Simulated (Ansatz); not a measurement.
# Zn: the cost of one run

Computed with Ansatz 0.2.0 (DFT r2SCAN, scalar-relativistic, plane waves, PAW, unless a step's input says otherwise).

## (1) The structure to begin with

It takes space group Fm-3m (No. 225, cubic). The conventional cell has a = 3.930 Å, b = 3.930 Å, c = 3.930 Å, α = 90.00°, β = 90.00°, γ = 90.00°. Around Zn (site symmetry m-3m) lie 12 Zn at 2.78 Å.

As a file:

```cif
data_structure
_symmetry_space_group_name_H-M 'P 1'
_symmetry_Int_Tables_number 1
_cell_length_a 2.7786
_cell_length_b 2.7786
_cell_length_c 2.7786
_cell_angle_alpha 60.000
_cell_angle_beta 60.000
_cell_angle_gamma 60.000
_cell_volume 15.17
loop_
_atom_site_label
_atom_site_type_symbol
_atom_site_fract_x
_atom_site_fract_y
_atom_site_fract_z
_atom_site_occupancy
Zn1 Zn 0.00000 0.00000 0.00000 1
```

The structure comes from the Materials Project (structure only).

## (2) A first look at the start

input.yaml

```yaml
crystal:
  lattice:
    - [0.0, 1.964776, 1.964776]
    - [1.964776, 0.0, 1.964776]
    - [1.964776, 1.964776, 0.0]
  atoms:
    - { symbol: Zn, position: [0.0, 0.0, 0.0] }
basis:
  ecutwfc: 500
kpoints:
  mp_grid: { grid: [8, 8, 8] }
hamiltonian:
  xc: r2scan
scf:
  occupations: { method: gaussian, width: 0.1 }
output:
  forces: true
  stress: true
  eigenvalues: true
```

Q: Estimate wall time and peak memory on 1 thread of an Arm CPU, shared host.

About 1.4 s, with a peak of 0.31 GiB.
